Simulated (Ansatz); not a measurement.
# Ge2H4: the cost of one run

The runs use Ansatz 0.2.0, Gaussian basis; cc-pVDZ, all electrons in the functionals, frozen cores in the correlation of double hybrids and RPA.

Plan: CAM-B3LYP, wB97M-V, B2PLYP, RPA-PBE, at charge 0, triplet; charge 0, singlet; charge 0, quintet; charge 1, doublet; charge 1, quartet; displaced geometry v1; displaced geometry v2 (not every functional at every point).

15 further runs of the same task are left out: 4 that didn't finish, 11 set aside as unsound or not needed.

**1. The geometry**

The geometry is a PBE0/def2-TZVP stationary point (not a proven minimum). No spin-orbit coupling is included. The filled d shell of Ge may be among the frozen orbitals whatever the setting's name suggests; the logs give the count.

6 atoms, charge 0, spin multiplicity 3.

Atoms are counted from 1 here; the program's logs count them from 0.

Bond lengths: Ge1–Ge2 2.455 Å, Ge1–H3 1.549 Å, Ge1–H4 1.549 Å, Ge2–H5 1.549 Å, Ge2–H6 1.549 Å. Angles: Ge2–Ge1–H3 111.7°, Ge2–Ge1–H4 111.7°, H3–Ge1–H4 107.9°, Ge1–Ge2–H5 111.7°, Ge1–Ge2–H6 111.7°, H5–Ge2–H6 107.9°.

No dispersion term is added; wB97M-V holds VV10 nonlocal correlation.

The geometry shown and the zero of energy belong to the point charge 0, triplet. The yardstick, UCCSDT(Q), and other wave-function levels (R restricted, U unrestricted, valence and pair active spaces) come from earlier runs.

**2. CAM-B3LYP, charge 0, triplet**

The input, in.yaml:

```yaml
crystal:
  periodic: [false, false, false]
  atoms:
    - {symbol: Ge, position_ang: [0.019165, 0.000000, 1.227623]}
    - {symbol: Ge, position_ang: [0.019165, 0.000000, -1.227623]}
    - {symbol: H, position_ang: [-0.690593, 1.252282, 1.800430]}
    - {symbol: H, position_ang: [-0.690593, -1.252282, 1.800430]}
    - {symbol: H, position_ang: [-0.690593, 1.252282, -1.800430]}
    - {symbol: H, position_ang: [-0.690593, -1.252282, -1.800430]}
basis:
  gaussian: {orbitals: cc-pVDZ}
magnetization: {spin_polarized: true, initial_magnetization: 2}
hamiltonian: {xc: {name: CAM-B3LYP}}
```

On the command line:

```
$ ansatz run in.yaml --threads 1 --pin off --events-out ev --progress --plain --max-ram 2393MiB
```

What time and memory should one allow on 1 thread of Arm Neoverse V2, shared host?

About 4.4 s, with a peak of 0.25 GiB.
